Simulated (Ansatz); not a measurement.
# H₄HfO₂S₂: basis-set convergence

An exercise on one series of results from a longer session: the logs are not shown, and one member is left open.

Program: Ansatz 0.2.0, Gaussian basis. Level of theory: one geometry, several basis sets. These are calculated values, not measurements.

The runs, in order: PBE0-D4/def2-SVP; ωB97M-V/def2-SVP; PBE0-D4/def2-QZVPP; ωB97M-V/def2-QZVPP; the functionals' def2-TZVPP values are taken from earlier runs.

## The relaxed structure

All runs share one geometry, relaxed beforehand with PBE0-D4 in a triple-zeta def2 set. Hf takes the def2 core potential; no spin-orbit term is included.

SMILES `[OH][Hf]([OH])([SH])[SH]`, 9 atoms, charge 0, spin multiplicity 1.

Atoms are counted from 1 here; the program's logs count them from 0.

Bond lengths: O1–Hf2 1.904 Å, O1–H6 0.952 Å, Hf2–O3 1.904 Å, Hf2–S4 2.459 Å, Hf2–S5 2.459 Å, O3–H7 0.952 Å, S4–H8 1.347 Å, S5–H9 1.347 Å. Angles: Hf2–O1–H6 167.8°, O1–Hf2–O3 116.1°, O1–Hf2–S4 104.0°, O1–Hf2–S5 111.4°, O3–Hf2–S4 111.4°, O3–Hf2–S5 104.0°, S4–Hf2–S5 110.0°, Hf2–O3–H7 167.8°, Hf2–S4–H8 91.9°, Hf2–S5–H9 91.9°.

Geometry (Å):

```mol
H4HfO2S2
  3D, bonds by distance, orders not assigned

  9  8  0  0  0  0  0  0  0  0999 V2000
   -0.9562    0.7814   -1.5645 O   0  0
    0.0663    0.0390   -0.1406 Hf  0  0
    1.9215   -0.2125   -0.4850 O   0  0
   -1.0530   -2.0958    0.3467 S   0  0
    0.0199    1.4872    1.8465 S   0  0
   -1.2947    1.2480   -2.3221 H   0  0
    2.7878   -0.3685   -0.8476 H   0  0
   -0.1650   -2.3910    1.3152 H   0  0
   -1.3266    1.5122    1.8513 H   0  0
  1  2  8  0
  2  3  8  0
  2  4  8  0
  2  5  8  0
  1  6  8  0
  3  7  8  0
  4  8  8  0
  5  9  8  0
M  END
```

The first run:

The input, in.yaml:

```yaml
crystal:
  periodic: [false, false, false]
  atoms:
    - {symbol: O, position_ang: [-0.956216, 0.781429, -1.564490]}
    - {symbol: Hf, position_ang: [0.066281, 0.039030, -0.140622]}
    - {symbol: O, position_ang: [1.921539, -0.212489, -0.485029]}
    - {symbol: S, position_ang: [-1.053002, -2.095784, 0.346743]}
    - {symbol: S, position_ang: [0.019938, 1.487240, 1.846485]}
    - {symbol: H, position_ang: [-1.294743, 1.247955, -2.322056]}
    - {symbol: H, position_ang: [2.787779, -0.368537, -0.847558]}
    - {symbol: H, position_ang: [-0.165002, -2.391045, 1.315220]}
    - {symbol: H, position_ang: [-1.326555, 1.512212, 1.851307]}
basis:
  gaussian: {orbitals: def2-SVP}
hamiltonian: {xc: pbe0, dispersion: d4}
output: {orbitals: {seedname: orbitals}}
```

The run is started by

```sh
$ ansatz run in.yaml --threads 4 --pin off --events-out ev --progress --plain --max-ram 10444MiB
```

Steps of the session up to this table: PBE0-D4 in def2-SVP; ωB97M-V in def2-SVP; PBE0-D4 in def2-QZVPP; ωB97M-V in def2-QZVPP.

One of the session's tables, all rows but one given; the rest of the session is left out.

It belongs to the step «Functionals by basis». 

```
functional       basis  HOMO (eV)
   PBE0-D4    def2-SVP      -7.02
   PBE0-D4  def2-TZVPP      -7.10
   PBE0-D4  def2-QZVPP      -7.14
   ωB97M-V    def2-SVP          ?
   ωB97M-V  def2-TZVPP      -9.22
   ωB97M-V  def2-QZVPP      -9.27
```

Estimate the missing values for ωB97M-V, def2-SVP.

As computed: HOMO (eV): -9.10. In the column «HOMO (eV)» it lies between ωB97M-V, def2-TZVPP (-9.22) and PBE0-D4, def2-QZVPP (-7.14).
